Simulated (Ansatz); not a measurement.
Ta3AsAu2O13:

```
Ta As Au O
1.0
     5.72386    0.00000    0.00000
     1.29464    6.25668    0.00000
     0.26816    1.30982    8.36637
Ta As Au O
3 1 2 13
Direct
  0.21713 0.30521 0.58431
  0.03325 0.11123 0.99855
  0.58248 0.62145 0.50482
  0.58707 0.89691 0.83049
  0.58004 0.09228 0.18613
  0.04485 0.82077 0.44682
  0.66201 0.69726 0.71088
  0.51632 0.13418 0.69625
  0.85098 0.88773 0.91932
  0.34466 0.87003 0.94651
  0.73015 0.29240 0.03095
  0.24622 0.21809 0.11075
  0.12900 0.09398 0.49104
  0.48032 0.38887 0.43499
  0.05966 0.26685 0.78594
  0.93330 0.53240 0.45645
  0.49975 0.85161 0.34971
  0.25256 0.62988 0.62473
  0.91878 0.95175 0.22636
```

The cell was built by a generator and needn't be a form met in nature.

| Item | Value |
| --- | --- |
| Program | Ansatz 0.2.0 |
| Task | relaxation of cell and atoms |
| Functional | r2SCAN |
| Dispersion | rVV10 |
| Potentials or basis | Ansatz PAW |
| Cutoff | 500 eV (not typed: the program's choice for these potentials) |
| k mesh | 4 × 3 × 3 |
| Occupations | fermi-dirac, width 0.05 eV |
| Spin | no spin polarisation |

At the start: volume 15.77 Å³/atom.

Q: Where does the relaxation end?

A: It ends after 9 steps and the volume is 14.80 Å³/atom (-6.1 %); space group P1 (No. 1, to 0.05 Å).

Step by step:
```csv
step,energy change (eV),largest force (eV/Å),volume (Å³)
1,0.0000,0.6071,299.62
2,-0.2253,0.5290,280.38
3,-0.2556,0.1636,282.57
4,-0.2609,0.0856,282.25
5,-0.2642,0.0466,281.45
6,-0.2647,0.0224,281.35
7,-0.2648,0.0180,281.34
8,-0.2649,0.0067,281.27
9,-0.2554,0.0066,281.27
```

Final structure:
```
Ta As Au O
1.0
     5.64462    0.07180    0.02628
     1.35521    6.12168   -0.07395
     0.31929    1.17468    8.14899
Ta As Au O
3 1 2 13
Direct
  0.22026 0.30381 0.58419
  0.02782 0.11936 0.00299
  0.58656 0.61381 0.50004
  0.59511 0.89330 0.83123
  0.57049 0.09736 0.18977
  0.04225 0.81923 0.44590
  0.66880 0.68549 0.71194
  0.52291 0.12802 0.69460
  0.85889 0.88868 0.91711
  0.34977 0.87653 0.95014
  0.71511 0.30354 0.03577
  0.23210 0.23179 0.12063
  0.12748 0.09087 0.49058
  0.48902 0.37744 0.42895
  0.05599 0.27502 0.78776
  0.94156 0.52900 0.44699
  0.49700 0.84531 0.34495
  0.25214 0.62993 0.62498
  0.91526 0.95440 0.22649
```

Caveat: the plane-wave basis is chosen anew once the cell has moved, so the energies of steps on either side of that aren't comparable; the PAW data sets come from PBE, with cores solved anew for the run's functional, which leaves a small shift of forces and pressure.
